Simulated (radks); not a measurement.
# Dy in [Kr] 4d10 4f10 5s1 5p6 6s2 6p1: an all-electron calculation

An exercise on one series of results from a longer session: the logs are not shown, and one member is left open.

Method: scalar-relativistic Kohn-Sham, PBE, spin-unpolarised, spherical densities, finite nucleus. Code: radks (a radial shooting solver on a logarithmic mesh, Libxc functionals) version 1.

### The atom as given

| Item | Value |
| --- | --- |
| element | dysprosium (Z = 66) |
| charge | 0 |
| electrons | 66 |
| configuration | [Kr] 4d10 4f10 5s1 5p6 6s2 6p1 |
| nuclear rms radius | 5.2218 fm |

Outer shells as boxes (Hund's rule):

Dy
```
[Kr] core
4d [↑↓][↑↓][↑↓][↑↓][↑↓]
4f [↑↓][↑↓][↑↓][↑ ][↑ ][↑ ][↑ ]
5s [↑ ]
5p [↑↓][↑↓][↑↓]
6s [↑↓]
6p [↑ ][  ][  ]
```

The first run:

Input:

```text
Z 66
configuration [Kr] 4d10 4f10 5s1 5p6 6s2 6p1 5d0 7s0 5f0 7p0
relativity scalar-relativistic
functional pbe,pbe
spin unpolarised
nucleus finite rms 5.2218 fm
c 137.035999084
```

Started as:

```sh
python run_ks.py task.json out
```

This one command runs every case of the session in turn.

One table of the session follows, with a row left open; its other results are not shown here.

It belongs to the step «Shells». From the orbitals of this run (lengths in bohr):

```
level      <r>  outermost maximum (interpolated)  90 % within  nodes
   1s  0.02112                            0.0134       0.0382      0
   2s  0.08978                            0.0760        0.139      1
   2p  0.07945                            0.0617        0.129      0
   3s   0.2345                             0.215        0.344      2
   3p   0.2334                             0.212        0.349      1
   3d        ?                                 ?            ?      ?
   4s   0.5302                             0.494        0.761      3
   4p   0.5619                             0.516        0.817      2
   4d   0.6101                             0.535        0.917      1
   5s    1.286                              1.15         1.85      4
   5p    1.506                              1.31         2.21      3
   4f   0.8439                             0.539         1.46      0
   6s    3.668                              3.17         5.37      5
   5d    2.538                              1.85         4.08      2
   6p    4.986                              4.16         7.46      4
```

Estimate the missing values for 3d.

**Answer.** <r>: 0.2121; outermost maximum (interpolated): 0.173; 90 % within: 0.330; nodes: 0. In the column «<r>» it lies between 2s (0.08978) and 3p (0.2334).
